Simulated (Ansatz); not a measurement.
**GeO₂+ (doublet): from Hartree-Fock to the top rungs, cc-pVDZ**

The task here is to estimate one member of a computed series from the others.

The runs use Ansatz 0.2.0, Gaussian basis; cc-pVDZ, core rule «outside noble gas», up to 16 orbitals frozen.

Plan: UHF; CCSD(T) on ROHF; CCSD(T) on UHF; BCCD(T) on ROHF; CISD; CCSDT(Q) on ROHF; CCSDT(Q) on UHF.

28 further runs of the same task are left out: 12 for a known fault of the program, 2 that didn't finish, 14 set aside as unsound or not needed.

## The system

The geometry is a PBE0/def2-TZVP stationary point (not a proven minimum) of the parent state, kept for this charge and spin. No spin-orbit coupling is included. The filled d shell of Ge may be among the frozen orbitals whatever the setting's name suggests; the logs give the count.

3 atoms, charge 1, spin multiplicity 2.

Atoms are counted from 1 here; the program's logs count them from 0.

Bond lengths: Ge1–O2 1.673 Å, O2–O3 1.292 Å. Angles: Ge1–O2–O3 180.0°.

Set-up of the first run:

in.yaml reads:

```yaml
crystal:
  periodic: [false, false, false]
  atoms:
    - {symbol: Ge, position_ang: [0.000000, 0.000000, 1.545900]}
    - {symbol: O, position_ang: [0.000000, 0.000000, -0.127100]}
    - {symbol: O, position_ang: [0.000000, 0.000000, -1.418800]}
basis:
  gaussian: {orbitals: cc-pVDZ}
total_charge: 1
magnetization: {spin_polarized: true, initial_magnetization: 1}
hamiltonian: {xc: hf}
output: {orbitals: {seedname: orbitals}}
```

The run is started by

```console
$ ansatz run in.yaml --threads 1 --pin off --events-out ev --progress --plain --max-ram 2393MiB
```

Steps of the session up to this table: UHF; CCSD(T) on ROHF; CCSD(T) on UHF; BCCD(T) on ROHF; CISD; CCSDT(Q) on ROHF; CCSDT(Q) on UHF.

One table of the session follows, with a row left open; its other results are not shown here.

| method | from RCCSDT(Q) (kcal/mol) |
| --- | --- |
| ROHF | +271.59 |
| UHF | +268.41 |
| RMP2 | +25.89 |
| UMP2 | +26.11 |
| RCCSD | +11.11 |
| UCCSD | +11.07 |
| RCCSD(T) | +1.95 |
| UCCSD(T) | +1.96 |
| BCCD(T) | +1.85 |
| RCCSDT | ? |
| UCCSDT | +0.98 |
| RCCSDT(Q) | 0 |
| UCCSDT(Q) | -0.42 |

Estimate the missing values for RCCSDT.

The run gave: from RCCSDT(Q) (kcal/mol): +0.99. In the column «from RCCSDT(Q) (kcal/mol)» it lies between UCCSDT (+0.98) and BCCD(T) (+1.85).

Not comparable, so not listed: CISD (they don't share determinant, frozen orbitals or solution with the rows shown, or repeat one).

Caveats from the session: Restricted and unrestricted rows rest on different reference determinants; where their highest levels disagree by more than a few hundredths of an eV, they describe different states and don't form one ladder.
